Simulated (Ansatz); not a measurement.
# GeNH2+ (quintet): the correlation ladder, cc-pVTZ

An exercise on one series of results from a longer session: the logs are not shown, and one member is left open.

The runs use Ansatz 0.2.0, Gaussian basis; cc-pVTZ, core rule «outside noble gas», up to 15 orbitals frozen.

Plan: UHF; CCSD(T) on ROHF; CCSD(T) on UHF; BCCD(T) on ROHF; CCSDT(Q) on ROHF; CCSDT(Q) on UHF; CASSCF and MRCISD+Q, 10 electrons in 10 orbitals; CASSCF and NEVPT2, 10 electrons in 10 orbitals.

5 further runs of the same task are left out: 5 set aside as unsound or not needed.

**What is computed**

The geometry is a PBE0/def2-TZVP stationary point (not a proven minimum) of the parent state, kept for this charge and spin. No spin-orbit coupling is included. The filled d shell of Ge may be among the frozen orbitals whatever the setting's name suggests; the logs give the count.

4 atoms, charge 1, spin multiplicity 5.

Atoms are counted from 1 here; the program's logs count them from 0.

Bond lengths: Ge1–N2 1.945 Å, Ge1–H3 1.555 Å, Ge1–H4 1.555 Å. Angles: N2–Ge1–H3 106.3°, N2–Ge1–H4 106.3°, H3–Ge1–H4 108.1°.

Set-up of the first run:

File in.yaml:

```yaml
crystal:
  periodic: [false, false, false]
  atoms:
    - {symbol: Ge, position_ang: [-0.034571, 0.000000, 0.295847]}
    - {symbol: N, position_ang: [0.072436, 0.000001, -1.645848]}
    - {symbol: H, position_ang: [0.742421, -1.258240, 0.775123]}
    - {symbol: H, position_ang: [0.742420, 1.258240, 0.775124]}
basis:
  gaussian: {orbitals: cc-pVTZ}
total_charge: 1
magnetization: {spin_polarized: true, initial_magnetization: 4}
hamiltonian: {xc: hf}
output: {orbitals: {seedname: orbitals}}
```

The run is started by

```console
$ ansatz run in.yaml --threads 1 --pin off --events-out ev --progress --plain --max-ram 3968MiB --backend cpu
```

Among the steps run: UHF; CCSD(T) on ROHF; CCSD(T) on UHF; BCCD(T) on ROHF; CCSDT(Q) on ROHF; CCSDT(Q) on UHF; CASSCF and MRCISD+Q, 10 electrons in 10 orbitals; CASSCF and NEVPT2, 10 electrons in 10 orbitals.

One table of the session follows, with a row left open; its other results are not shown here.

| method | from UCCSDT(Q) (meV) |
| --- | --- |
| ROHF | +6119.2 |
| UHF | +5961.2 |
| RMP2 | +1197.4 |
| UMP2 | +1162.9 |
| RCCSD | +214.3 |
| UCCSD | +200.7 |
| RCCSD(T) | +50.5 |
| UCCSD(T) | +39.7 |
| BCCD(T) | +49.4 |
| RCCSDT | ? |
| UCCSDT | +5.1 |
| RCCSDT(Q) | +11.2 |
| UCCSDT(Q) | 0 |
| CASSCF valence | +4754.9 |
| NEVPT2 valence | +1064.0 |
| MRCISD valence | +368.5 |
| MRCISD+Q valence | +98.9 |

**Question.** Estimate the row for RCCSDT.

As computed: from UCCSDT(Q) (meV): +15.9. In the column «from UCCSDT(Q) (meV)» it lies between RCCSDT(Q) (+11.2) and UCCSD(T) (+39.7).

Caveats from the session: Restricted and unrestricted rows rest on different reference determinants; where their highest levels disagree by more than a few hundredths of an eV, they describe different states and don't form one ladder.
